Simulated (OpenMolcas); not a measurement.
# Mn³⁺ among point charges: CASSCF and CASPT2 levels and susceptibility

Aim: the splitting of the states of Mn³⁺ in the field of 6 point charges, its lowest levels with spin-orbit coupling and its magnetic susceptibility.

The numbers are computed with OpenMolcas 26.06 (state-averaged CASSCF and CASPT2, spin-orbit coupling by RASSI with atomic mean-field integrals), except any that are marked as measured or tabulated.

## Step 1: The system

| Property | Result |
| --- | --- |
| Species | Mn³⁺ (manganese, Z = 25, 22 electrons) |
| Basis | ANO-RCC-VDZP [5s4p2d1f], 34 functions |
| Scalar Hamiltonian | DKH2, point nucleus |
| Inactive shells | 1s 2s 2p 3s 3p |
| Active space | 4 electrons in 5 orbitals (3d) |
| Some configurations of this space | 3d⁴ |
| Orbitals | optimised for each spin and parity, averaged over all roots |

The outer shells:

3d4
```
3d [↑ ][↑ ][↑ ][↑ ][  ]
```

The ion sits among 6 point charges of -1 e arranged as an octahedron (Oh), 1.57 Å from the ion.

Each step is its own input file, run in one work folder so that later steps find the files of earlier ones. Labels, J, g values, rates, χT and fits are worked out afterwards by a script from the matrices that RASSI stores. The input lists half of the charges; inversion (Group=XYZ) makes the rest.

## Step 2: Basis and integrals

a.inp reads:

```
&GATEWAY
Coord
1

Mn 0.0 0.0 0.0
Basis=ANO-RCC-VDZP
Group=XYZ
NoMove
AngMom=0.0 0.0 0.0
AMFI
XField
3 Angstrom 0
1.570000 0.000000 0.000000 -1.000000
0.000000 1.570000 0.000000 -1.000000
0.000000 0.000000 1.570000 -1.000000
&SEWARD
```

The run is started by

```console
$ OMP_NUM_THREADS=1 MOLCAS_MEM=1689 MOLCAS_PROJECT=a pymolcas a.inp > a.log
```

The log of the run:

```text
Basis set label: MN.ANO-RCC...5S4P2D1F.

      Electronic valence basis set:
      ------------------
      Associated Effective Charge  25.000000 au
      Associated Actual Charge     25.000000 au
      Nuclear Model: Point charge

      Shell  nPrim  nBasis  Cartesian Spherical Contaminant
         s      21       5        X
         p      15       4        X
         d      10       2                 X
         f       6       1                 X
                  Relativistic Douglas-Kroll-Hess integrals:
                    - DKH order of Hamiltonian: 2
                    - DKH order of Properties : 0
                  Atomic mean-field integrals
```

## Step 3: CASSCF: quintets of even parity, 5 roots

a.inp reads:

```
&RASSCF
FileOrb=start.orb
Symmetry=1
Spin=5
nActEl=4 0 0
Inactive=3 6
Ras2=5 0
CIRoot=5 5 1
SDav=5
CIMx=300
Iter=120 100
PrWF=0.3
OrbListing=Nothing
MaxOrb=0
>>> COPY $Project.JobIph JOB001
```

The run is started by

```console
$ OMP_NUM_THREADS=1 MOLCAS_MEM=1689 MOLCAS_PROJECT=a pymolcas a.inp > a.log
```

start.orb holds the contracted functions of the basis, ordered by shell, or the orbitals of the step before.

The log of the run, cut to the lines that bear on the results:

```text
[...]
      Number of active orbitals                  5
[...]
      Spin quantum number                      2.0
[...]
      Active orbitals                            5   0
[...]
      Number of CSFs                             5
      Number of root(s) required                 5
[...]
      Convergence after  7 iterations
[...]
      Natural orbitals and occupation numbers for root  1
      sym 1:   1.000000   1.000000   0.000000   1.000000   1.000000
      Natural orbitals and occupation numbers for root  2
      sym 1:   1.000000   1.000000   0.000000   1.000000   1.000000
      Natural orbitals and occupation numbers for root  3
      sym 1:   1.000000  -0.000000   1.000000   1.000000   1.000000
::    RASSCF root number  1 Total energy:  -1161.49242031
::    RASSCF root number  2 Total energy:  -1161.49242031
::    RASSCF root number  3 Total energy:  -1161.46708816
::    RASSCF root number  4 Total energy:  -1161.46708816
::    RASSCF root number  5 Total energy:  -1161.46708816
```

## Step 4: Reference wave functions, triplets of even parity, 45 roots

a.inp reads:

```
&RASSCF
FileOrb=start.orb
Symmetry=1
Spin=3
nActEl=4 0 0
Inactive=3 6
Ras2=5 0
CIRoot=45 45 1
SDav=45
CIMx=300
Iter=120 100
PrWF=0.3
OrbListing=Nothing
MaxOrb=0
>>> COPY $Project.JobIph JOB002
```

The log of the run, cut to the lines that bear on the results:

```text
[...]
      Number of active orbitals                  5
[...]
      Spin quantum number                      1.0
[...]
      Active orbitals                            5   0
[...]
      Number of CSFs                            45
      Number of root(s) required                45
[...]
      Convergence after  7 iterations
[...]
      Natural orbitals and occupation numbers for root  1
      sym 1:   0.999273   1.778967   0.052233   1.000110   0.169416
      Natural orbitals and occupation numbers for root  2
      sym 1:   0.990494   1.006502   0.160431   1.788031   0.054542
      Natural orbitals and occupation numbers for root  3
      sym 1:   1.788179   1.006634   0.160284   0.990323   0.054580
::    RASSCF root number  1 Total energy:  -1161.40133880
::    RASSCF root number  2 Total energy:  -1161.40133880
::    RASSCF root number  3 Total energy:  -1161.40133880
[...]
::    RASSCF root number 27 Total energy:  -1161.32725376
::    RASSCF root number 28 Total energy:  -1161.32525761
::    RASSCF root number 29 Total energy:  -1161.32525761
::    RASSCF root number 30 Total energy:  -1161.32525761
```

## Step 5: Reference wave functions, singlets of even parity, 50 roots

a.inp reads:

```
&RASSCF
FileOrb=start.orb
Symmetry=1
Spin=1
nActEl=4 0 0
Inactive=3 6
Ras2=5 0
CIRoot=50 50 1
SDav=50
CIMx=300
Iter=120 100
PrWF=0.3
OrbListing=Nothing
MaxOrb=0
>>> COPY $Project.JobIph JOB003
```

The log of the run, cut to the lines that bear on the results:

```text
[...]
      Number of active orbitals                  5
[...]
      Spin quantum number                      0.0
[...]
      Active orbitals                            5   0
[...]
      Number of CSFs                            50
      Number of root(s) required                50
[...]
      Convergence after  7 iterations
[...]
      Natural orbitals and occupation numbers for root  1
      sym 1:   0.890610   1.100108   0.134938   1.766494   0.107851
      Natural orbitals and occupation numbers for root  2
      sym 1:   0.883342   1.753060   0.128480   1.110144   0.124974
      Natural orbitals and occupation numbers for root  3
      sym 1:   0.820445   1.185577   0.121389   1.755896   0.116693
::    RASSCF root number  1 Total energy:  -1161.34859366
::    RASSCF root number  2 Total energy:  -1161.34859366
::    RASSCF root number  3 Total energy:  -1161.34859366
[...]
::    RASSCF root number 27 Total energy:  -1161.25823835
::    RASSCF root number 28 Total energy:  -1161.25276819
::    RASSCF root number 29 Total energy:  -1161.23841400
::    RASSCF root number 30 Total energy:  -1161.23841400
```

## Step 6: State interaction with spin-orbit coupling

a.inp reads:

```
&RASSI
NrOfJobIphs=3 5 45 50
1 2 3 4 5
1 2 3 4 5 6 7 8 9 10 11 12 13 14 15 16 17 18 19 20 21 22 23 24 25 26 27
28 29 30 31 32 33 34 35 36 37 38 39 40 41 42 43 44 45
1 2 3 4 5 6 7 8 9 10 11 12 13 14 15 16 17 18 19 20 21 22 23 24 25 26 27
28 29 30 31 32 33 34 35 36 37 38 39 40 41 42 43 44 45 46 47 48 49 50
IphNames
JOB001
JOB002
JOB003
EJob
SpinOrbit
DIPRint=1.0
SOCoupling=1000.0
Subsets=2
Property=9
'ANGMOM' 1 'ANGMOM' 2 'ANGMOM' 3 'MLTPL  1' 1 'MLTPL  1' 2 'MLTPL  1' 3
'AMFI' 1 'AMFI' 2 'AMFI' 3
SOProperty=3
'ANGMOM' 1 'ANGMOM' 2 'ANGMOM' 3
```

The log of the run, cut to the lines that bear on the results:

```text
SPIN-FREE ENERGIES:
  (Shifted by EMIN (a.u.) =      -1161.4924203146)
 SF State       Relative EMIN(au)   Rel lowest level(eV)    D:o, cm**(-1)      L_eff
     1             0.0000000000        0.0000000000              0.0000         2.0
     2             0.0000000000        0.0000000000              0.0000         2.0
     3             0.0253321539        0.6893230253           5559.7651         2.0
     4             0.0253321539        0.6893230253           5559.7651         2.0
     5             0.0253321539        0.6893230253           5559.7651         2.0
     6             0.0910815143        2.4784542657          19990.0818         4.3
     7             0.0910815143        2.4784542657          19990.0818         4.3
     8             0.0910815143        2.4784542657          19990.0818         4.3
     9             0.1083488354        2.9483220083          23779.8207         5.0
    10             0.1083488354        2.9483220083          23779.8207         5.0
[...]
Eigenvalues of complex Hamiltonian:
   -----------------------------------
  (Shifted by EMIN (a.u.) =      -1161.4924203146)
 SO State       Relative EMIN(au)   Rel lowest level(eV)    D:o, cm**(-1)     J-value
     1            -0.0003135834        0.0000000000              0.0000         2.2
     2            -0.0002414389        0.0019631534             15.8339         1.5
     3            -0.0002414389        0.0019631534             15.8339         2.5
     4            -0.0002414389        0.0019631534             15.8339         2.5
     5            -0.0001694155        0.0039230089             31.6412         2.2
     6            -0.0001694155        0.0039230089             31.6412         2.3
     7            -0.0001079176        0.0055964508             45.1384         2.3
     8            -0.0001079176        0.0055964508             45.1384         2.3
     9            -0.0001079176        0.0055964508             45.1384         2.3
    10            -0.0000459240        0.0072833848             58.7445         2.4
    11             0.0244311484        0.6733384558           5430.8409         1.6
[...]
```

Time for these steps: 17 s (1 thread of Intel Xeon 6975P-C (Granite Rapids), shared host).

Spin-free states, with their symmetry labels:

```
state  degeneracy  E (cm-1)  free-ion L (%)
   5E           2         0         D (100)
  5T2           3      5560         D (100)
  3T1           3     19990          H (62)
   3E           2     23780          H (97)
  3T1           3     24835          H (44)
  3T2           3     25338          H (56)
  3A2           1     27283         F (100)
  3A1           1     28851         G (100)
  3T1           3     29672          H (67)
  3T2           3     30890          F (46)
  1T2           3     31566          I (51)
   3E           2     31675          G (90)
   1E           2     32078          I (85)
  3T1           3     32940          G (63)
  1A2           1     35376          I (99)
  1A1           1     35596          G (43)
  1T2           3     35814          I (58)
  3T1           3     36250          F (43)
  3T2           3     36688          G (82)
  1T1           3     36971          I (55)
   3E           2     39748          D (91)
  1T2           3     40870          I (87)
   1E           2     41222          G (85)
  3T2           3     42050          D (95)
```

With spin-orbit coupling:

```csv
E (cm-1),Degeneracy,Label,2S+1
0.0,1,A1,5
15.8,3,T1,5
31.6,2,E,5
45.1,3,T2,5
58.7,1,A2,5
5431,3,T2,5
5442,3,T1,5
5456,1,A1,5
5715,3,T1,5
5721,2,E,5
5893,3,T2,5
19879,1,A1,3
19979,3,T1,3
20067,3,T2,3
20082,2,E,3
23813,3,T2,3
23818,3,T1,3
24300,1,A1,3
24595,3,T1,3
25170,2,E,3
25200,3,T2,3
25291,2,E,3
25314,3,T1,3
25469,3,T2,3
```

The table of states holds 24 of 43 computed; the rest, higher up, is left out.

Powder χT (cm³ K/mol): 0.46 at 2 K, 1.12 at 5 K, 1.85 at 10 K, 2.39 at 20 K, 2.70 at 50 K, 2.78 at 100 K, 2.80 at 150 K, 2.82 at 200 K, 2.83 at 250 K, 2.85 at 300 K.

## Step 7: CASPT2: IPEA 0.25, imaginary shift 0.1 (closed shells correlated: 3s 3p)

a.inp reads:

```
>>> COPY JOB001 $Project.JobIph
&CASPT2
Multistate=5 1 2 3 4 5
NoMult
Frozen=2 3
IPEA=0.25
Imaginary=0.1
MaxIter=60
WThr=0.0 0.3 0.05
PrWF=0.5
NoMix
>>> COPY JOB002 $Project.JobIph
&CASPT2
Multistate=45 1 2 3 4 5 6 7 8 9 10 11 12 13 14 15 16 17 18 19 20 21 22
23 24 25 26 27 28 29 30 31 32 33 34 35 36 37 38 39 40 41 42 43 44 45
NoMult
Frozen=2 3
IPEA=0.25
Imaginary=0.1
MaxIter=60
WThr=0.0 0.3 0.05
PrWF=0.5
NoMix
>>> COPY JOB003 $Project.JobIph
&CASPT2
Multistate=50 1 2 3 4 5 6 7 8 9 10 11 12 13 14 15 16 17 18 19 20 21 22
23 24 25 26 27 28 29 30 31 32 33 34 35 36 37 38 39 40 41 42 43 44 45 46
47 48 49 50
NoMult
Frozen=2 3
IPEA=0.25
Imaginary=0.1
MaxIter=60
WThr=0.0 0.3 0.05
PrWF=0.5
NoMix
```

The run is started by

```console
$ OMP_NUM_THREADS=1 MOLCAS_MEM=1689 MOLCAS_PROJECT=a pymolcas a.inp > a.log
```

The log of the run, cut to the lines that bear on the results:

```text
[...]
      Active orbitals                            5   0
[...]
      E2 (Variational):          -0.2633571770
      Total energy:           -1161.7557774916
[...]
::    CASPT2 Root  1     Total energy:  -1161.75577749
::    CASPT2 Root  2     Total energy:  -1161.75584281
[...]
::    CASPT2 Root 27     Total energy:  -1161.53985123
::    CASPT2 Root 28     Total energy:  -1161.52952432
::    CASPT2 Root 29     Total energy:  -1161.52724748
::    CASPT2 Root 30     Total energy:  -1161.52728191
```

This run: 3.6 s of run time, 1 thread of Intel Xeon 6975P-C (Granite Rapids), shared host.

SS-CASPT2: lowest energy less the reference's lowest, -0.2634 hartree; reference weights 0.944 to 0.961.

Spin-free states, with their symmetry labels:

```
state  degeneracy  E (cm-1)  free-ion L (%)
   5E           2         0         D (100)
  5T2           3      6069         D (100)
  3T1           3     18922          H (62)
  3T1           3     22153          H (44)
   3E           2     22576          H (97)
  3T2           3     23183          H (56)
  3A2           1     24039         F (100)
  3A1           1     25771         G (100)
  3T1           3     28543          H (67)
   3E           2     28736          G (90)
  1T2           3     29191          I (51)
  3T2           3     29372          F (46)
   1E           2     30240          I (85)
  3T1           3     30753          G (63)
  1A1           1     31415          G (43)
  1T2           3     32899          I (58)
  1A2           1     33493          I (99)
  1T1           3     33789          I (55)
  3T2           3     34504          G (82)
   3E           2     34875          D (91)
  3T1           3     35452          F (43)
  3T2           3     36854          D (95)
   1E           2     37159          G (85)
  1A1           1     39566          S (54)
```

With spin-orbit coupling:

```
E (cm-1)  Degeneracy  Label  2S+1
       0           1     A1     5
      15           3     T1     5
      30           2      E     5
      43           3     T2     5
      56           1     A2     5
    5940           3     T2     5
    5950           3     T1     5
    5960           1     A1     5
    6220           3     T1     5
    6220           2      E     5
    6400           3     T2     5
   18770           1     A1     3
   18900           3     T1     3
   18990           3     T2     3
   19000           2      E     3
   21650           1     A1     3
   21920           3     T1     3
   22490           3     T2     3
   22530           2      E     3
   22610           3     T1     3
   22640           3     T2     3
   23100           2      E     3
   23160           3     T1     3
   23300           3     T2     3
```

Powder χT (cm³ K/mol): 0.48 at 2 K, 1.17 at 5 K, 1.92 at 10 K, 2.43 at 20 K, 2.72 at 50 K, 2.80 at 100 K, 2.82 at 150 K, 2.84 at 200 K, 2.85 at 250 K, 2.86 at 300 K.

A ligand-field fit to the states below 45000 cm-1 gives 10Dq = 6352 cm-1, B = 928 cm-1 and C = 4312 cm-1 (C/B = 4.65), with a deviation of 718 cm-1.

## Step 8: The methods side by side

A. CASSCF
B. SS-CASPT2, IPEA 0.25, imaginary shift 0.1 (closed shells correlated: 3s 3p)

```
method  ground state  first state of that spin (cm-1)  first gap with spin-orbit (cm-1)  χT at 300 K
     A            5E                         5T2 5560                              15.8         2.85
     B            5E                         5T2 6069                              15.2         2.86
```

## Step 9: Outcome

```
                                            quantity                                                                        value
                                              method  SS-CASPT2, IPEA 0.25, imaginary shift 0.1 (closed shells correlated: 3s 3p)
                              spin-free ground state                                               5E, 2-fold in its orbital part
first state of the same spin within the active space                                                             5T2 at 6070 cm⁻¹
                                        lowest level                                                                    1-fold A1
                                          next level                                                                    15.2 cm⁻¹
                                         χT at 300 K                                                               2.86 cm³ K/mol
                           effective moment at 300 K                                                                      4.78 μB
```

Cost by method:

```
                                              method  time of its own steps  time with the reference
                                           A. CASSCF                   17 s                     17 s
B. SS-CASPT2, IPEA 0.25, imaginary shift 0.1, +3s 3p                  3.6 s                     21 s
```

Times are of one thread on a shared host.

In words: The spin-free ground state (5E) comes to 100 % from free-ion D terms and keeps the highest spin of the shell. χT at 300 K is 2.86, against 3.01 cm³ K/mol for the spin alone; near agreement at one temperature doesn't show that the orbital moment is quenched. An active space of the d shell alone favours high spin; real ions in strong fields can be low spin. A ligand-field fit to the states below 45000 cm-1 gives 10Dq = 6352 cm-1, B = 928 cm-1 and C = 4312 cm-1 (C/B = 4.65), with a deviation of 718 cm-1. CASPT2 does not keep the components of a term degenerate, and the means are used. An orbital doublet at a regular site is open to a Jahn-Teller distortion, which this geometry leaves out. The field of point charges can differ much from that of real complexes. With metal d orbitals alone active, the gaps between spin states are rough; where two lie within a few thousand cm-1, their order is open. Point charges carry no covalency, so the field is a model and not that of real ligands.
